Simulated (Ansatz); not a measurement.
# CH6SSi2: a ladder of functionals and wavefunction methods

The task here is to estimate one member of a computed series from the others.

Computed with Ansatz 0.2.0, Gaussian basis. Level: functionals in def2-TZVPP, the program's frozen cores in correlated methods.

The runs, in order: LDA (SPW92), PBE-D4, revPBE-D4, BLYP-D4, r2SCAN-D4, B97M-V, PBE0-D4, B3LYP-D4, r2SCANh-D4, r2SCAN0-D4, HSE06-D4, BHLYP-D4, CAM-B3LYP-D4, LC-ωPBE, ωB97X-V, ωB97M-V, B2PLYP, PBE-QIDH; CCSD(T)/def2-SVP; CCSD(T)/def2-TZVPP; MP2/def2-QZVPP; extrapolation to the limit; RPA on PBE.

## The geometry

An earlier PBE0-D4 in a triple-zeta def2 set relaxation fixed the geometry.

10 atoms, charge 0, spin multiplicity 1.

Atoms are counted from 1 here; the program's logs count them from 0.

Bond lengths: S1–Si2 2.126 Å, S1–H5 1.346 Å, Si2–C3 1.892 Å, Si2–Si4 2.244 Å, Si2–H6 1.482 Å, C3–Si4 1.901 Å, C3–H7 1.089 Å, C3–H8 1.088 Å, Si4–H9 1.481 Å, Si4–H10 1.482 Å. Angles: Si2–S1–H5 95.6°, S1–Si2–C3 117.4°, S1–Si2–Si4 118.3°, S1–Si2–H6 114.5°, C3–Si2–Si4 53.9°, C3–Si2–H6 115.5°, Si4–Si2–H6 123.1°, Si2–C3–Si4 72.5°, Si2–C3–H7 116.9°, Si2–C3–H8 117.2°, Si4–C3–H7 117.1°, Si4–C3–H8 116.7°, H7–C3–H8 111.6°, Si2–Si4–C3 53.5°, Si2–Si4–H9 121.3°, Si2–Si4–H10 122.0°, C3–Si4–H9 116.3°, C3–Si4–H10 116.4° and more.

Coordinates:

| atom | x (Å) | y (Å) | z (Å) |
| --- | --- | --- | --- |
| S1 | -2.5571 | 0.1011 | -0.3230 |
| Si2 | -0.6286 | 0.5731 | 0.4369 |
| C3 | 0.8608 | 0.1757 | -0.6598 |
| Si4 | 0.8313 | -1.1019 | 0.7476 |
| H5 | -2.6296 | 1.1538 | -1.1583 |
| H6 | -0.5551 | 1.8572 | 1.1738 |
| H7 | 1.6786 | 0.8942 | -0.6593 |
| H8 | 0.6561 | -0.1967 | -1.6612 |
| H9 | 0.4999 | -2.4934 | 0.3651 |
| H10 | 1.9270 | -1.0141 | 1.7414 |

The first run:

Input file in.yaml:

```yaml
crystal:
  periodic: [false, false, false]
  atoms:
    - {symbol: S, position_ang: [-2.557114, 0.101135, -0.322953]}
    - {symbol: Si, position_ang: [-0.628630, 0.573129, 0.436897]}
    - {symbol: C, position_ang: [0.860763, 0.175663, -0.659772]}
    - {symbol: Si, position_ang: [0.831267, -1.101948, 0.747638]}
    - {symbol: H, position_ang: [-2.629576, 1.153760, -1.158300]}
    - {symbol: H, position_ang: [-0.555095, 1.857181, 1.173751]}
    - {symbol: H, position_ang: [1.678645, 0.894212, -0.659320]}
    - {symbol: H, position_ang: [0.656059, -0.196680, -1.661222]}
    - {symbol: H, position_ang: [0.499912, -2.493401, 0.365072]}
    - {symbol: H, position_ang: [1.926970, -1.014054, 1.741408]}
basis:
  gaussian: {orbitals: def2-TZVPP}
hamiltonian: {xc: lda}
output: {orbitals: {seedname: orbitals}}
```

On the command line:

```bash
> ansatz run in.yaml --threads 2 --pin off --events-out ev --progress --plain --max-ram 4352MiB
```

Steps of the session up to this table: LDA; PBE-D4 (GGA); revPBE-D4 (GGA); BLYP-D4 (GGA); r2SCAN-D4 (meta-GGA); B97M-V (meta-GGA); B3LYP-D4 (hybrid); r2SCANh-D4 (hybrid); r2SCAN0-D4 (hybrid); HSE06-D4 (hybrid); BHLYP-D4 (hybrid); CAM-B3LYP-D4 (range-separated); LC-ωPBE (range-separated); ωB97X-V (range-separated); ωB97M-V (range-separated); B2PLYP (double hybrid); PBE-QIDH (double hybrid).

One table of the session follows, with a row left open; its other results are not shown here.

It belongs to the step «Orbital energies across the functionals». 

```
  functional  HOMO (eV)  gap (eV)
 LDA (SPW92)      -5.92      4.53
      PBE-D4      -5.81      4.62
   revPBE-D4      -5.77      4.66
     BLYP-D4      -5.66      4.64
   r2SCAN-D4      -6.01      5.11
      B97M-V      -6.04      5.04
     PBE0-D4      -6.82      6.51
    B3LYP-D4      -6.62      6.14
  r2SCANh-D4      -6.38      5.79
  r2SCAN0-D4      -6.95      6.79
    HSE06-D4      -6.43      5.74
    BHLYP-D4          ?         ?
CAM-B3LYP-D4      -8.04      8.80
     LC-ωPBE      -9.32     11.16
     ωB97X-V      -9.01     10.77
     ωB97M-V      -8.81     10.26
```

Q: Estimate the row for BHLYP-D4 from the others.

Worked estimate for «HOMO (eV)». Against the share of exact exchange, BLYP-D4 (0, -5.66), B3LYP-D4 (0.2, -6.62) give a slope of -4.80 per unit share; at 0.5 the line stands at -8.06.

As computed: HOMO (eV): -7.71; gap (eV): 8.36. In «HOMO (eV)» the line misses by -0.35.
